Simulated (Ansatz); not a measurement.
# BaH2Pd2: a short molecular-dynamics run

A trajectory of BaH2Pd2, an element-swapped structure with 10 atoms that was not relaxed first: 40 steps of 0.25 fs under a Nosé-Hoover thermostat at 900 K.

All numbers below are computed with Ansatz 0.2.0 (DFT PBE, plane waves, PAW, scalar-relativistic, no spin polarisation).

**1. The system as given**

The cell holds 10 atoms (Ba2H4Pd4): a = 4.179 Å, b = 4.179 Å, c = 10.121 Å, α = 90.00°, β = 90.00°, γ = 90.00°.

Structure file:

```xyz
10
Lattice="4.1789 0.0000 0.0000 0.0000 4.1789 0.0000 0.0000 0.0000 10.1213" Properties=species:S:1:pos:R:3 pbc="T T T"
H     0.0000    2.0894    8.7751
H     2.0894    0.0000    1.3461
Pd    0.0000    0.0000    0.0000
Pd    2.0894    2.0894    0.0000
Pd    0.0000    2.0894    6.3865
Pd    2.0894    0.0000    3.7347
Ba    0.0000    2.0894    2.5607
Ba    2.0894    0.0000    7.5606
H     0.0000    0.0000    5.0606
H     2.0894    2.0894    5.0606
```

**2. Molecular dynamics**

input.yaml

```yaml
crystal:
  lattice:
    - [4.178883, 0.0, 0.0]
    - [0.0, 4.178883, 0.0]
    - [0.0, 0.0, 10.121254]
  atoms:
    - { symbol: H, position: [0.0, 0.5, 0.867] }
    - { symbol: H, position: [0.5, 0.0, 0.133] }
    - { symbol: Pd, position: [0.0, 0.0, 0.0] }
    - { symbol: Pd, position: [0.5, 0.5, 0.0] }
    - { symbol: Pd, position: [0.0, 0.5, 0.631] }
    - { symbol: Pd, position: [0.5, 0.0, 0.369] }
    - { symbol: Ba, position: [0.0, 0.5, 0.253] }
    - { symbol: Ba, position: [0.5, 0.0, 0.747] }
    - { symbol: H, position: [0.0, 0.0, 0.5] }
    - { symbol: H, position: [0.5, 0.5, 0.5] }
kpoints:
  mp_grid: { grid: [4, 4, 2] }
magnetization:
  spin_polarized: false
scf:
  occupations: { method: cold, width: 0.15 }
hamiltonian:
  pseudopotentials: { kind: paw }
  xc: pbe
basis:
  ecutwfc: 420
md:
  timestep: 0.25
  n_steps: 40
  ensemble: nvt_nose_hoover
  temperature: 900.0
  initial_velocities: maxwell_boltzmann
  seed: 635346
```

On the command line:

```sh
$ ansatz run input.yaml --threads 2 --pin off --max-ram 2560MiB --backend cpu --events-out ev --progress --plain --runs-dir out
```

**Question.** What will these runs give? Wanted: temperature, first and last step; temperature, second half; potential energy, second half; largest change of the conserved energy; mean square displacement, second half.

The runs gave:

| quantity | value |
| --- | --- |
| length | 40 steps of 0.25 fs |
| temperature, first and last step | 900 and 1237 K |
| temperature, second half | mean 1103 K, from 987 to 1237 K |
| potential energy, second half | -24 meV/atom from the start |
| largest change of the conserved energy | 0.01 meV/atom |
| mean square displacement, second half | H 0.127, Pd 0.001, Ba 0.001 Å² |

Against a set 900 K the second half averages 1103 K, going from 987 to 1237 K over that half; the potential energy of that half lies 24 meV/atom under the start, so the atoms have moved to lower-lying arrangements, and the energy set free heats the cell. The conserved energy strays from its start by at most 0.01 meV/atom, under 0.1 % of the mean kinetic energy, which is good for a step of 0.25 fs. No atom gets farther than 0.57 Å from its start, with the drift of the whole removed, against a typical distance of 2.5 Å between sites at the start. Averages from a run of 10 fs with 10 atoms are rough. The nuclei move classically, without zero-point motion, which matters most for hydrogen.
